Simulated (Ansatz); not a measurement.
# Ta2O5: the cost of one run

Program: Ansatz 0.2.0. Level of theory: DFT PBEsol, scalar-relativistic, plane waves, PAW. These are calculated values, not measurements.

3 further runs of the same task are left out: 2 that didn't finish, 1 set aside as unsound or not needed. Runs told in other sessions of the task aren't counted.

## (1) The structure to begin with

The structure is monoclinic, space group C2 (No. 5). Conventional cell: a = 5.924 Å, b = 5.076 Å, c = 5.749 Å, α = 90.00°, β = 117.45°, γ = 90.00°. Ta (site symmetry 1) is surrounded by 7 O at 1.90 to 2.31 Å. Around O (site symmetry 1) lie 2 Ta at 1.93 to 2.06 Å. O (site symmetry 1) is surrounded by 2 Ta at 1.90 to 1.98 Å. O (site symmetry 2) has 4 Ta at 2.15 to 2.31 Å in its first shell of neighbours.

Coordinates:

```
CELL_PARAMETERS angstrom
2.96215 -2.53804 0.01669
2.96215 2.53804 0.01669
-2.67881 0.00000 5.08728
ATOMIC_POSITIONS crystal
Ta 0.23121 0.15097 0.29223
Ta 0.84903 0.76879 0.70777
O 0.63319 0.22416 0.65148
O 0.24127 0.11195 0.95631
O 0.27240 0.72760 0.50000
O 0.88805 0.75873 0.04369
O 0.77584 0.36681 0.34852
```

It goes back to an entry of the Materials Project, which need not be the stable form.

It is the result of an earlier relaxation at this level (volume 10.96 Å³/atom; gap on the mesh: 2.40 eV).

## (2) The reference cell

Reference values: F = -22422.0661 eV; pressure -0.01 GPa; largest force 0.001 eV/Å; gap on the mesh 2.40 eV. It was computed beforehand with the settings of the runs below.

## (3) The scan: energy and stress against strain

The cell is strained by ε times the Voigt pattern (1, -1, 0, 0, 0, 0) (xx, yy, zz, yz, xz, xy; engineering shear), with fractional coordinates fixed (clamped ions). The stress on the pattern is the sum of the stress components weighted by it, tension positive.

## (4) Point ε = -0.0200

File input.yaml:

```yaml
crystal:
  lattice:
    - [2.9029038208, -2.5888014726, 0.0166874682]
    - [2.9029038208, 2.5888014726, 0.0166874682]
    - [-2.6252363435, 0.0, 5.0872750641]
  atoms:
    - { symbol: Ta, position: [0.2312115468, 0.1509661098, 0.2922341406] }
    - { symbol: Ta, position: [0.8490338902, 0.7687884532, 0.7077658594] }
    - { symbol: O, position: [0.6331897694, 0.2241584648, 0.6514832749] }
    - { symbol: O, position: [0.2412721201, 0.1119475761, 0.9563142977] }
    - { symbol: O, position: [0.2723977143, 0.7276022857, 0.5] }
    - { symbol: O, position: [0.8880524239, 0.7587278799, 0.0436857023] }
    - { symbol: O, position: [0.7758415352, 0.3668102306, 0.3485167251] }
basis:
  ecutwfc: 420
kpoints:
  mp_grid: { grid: [8, 8, 6] }
hamiltonian:
  xc: pbesol
scf:
  occupations: { method: gaussian, width: 0.05 }
output:
  forces: true
  stress: true
  eigenvalues: true
```

Launch:

```console
$ ansatz run input.yaml --threads 2 --pin off --max-ram 5120MiB --backend cpu --events-out ev --progress --plain --runs-dir out
```

**Question.** How long does this run take on 2 threads of Arm Neoverse V1, shared host, and how much memory does it need?

About 15 s, with a peak of 0.47 GiB.
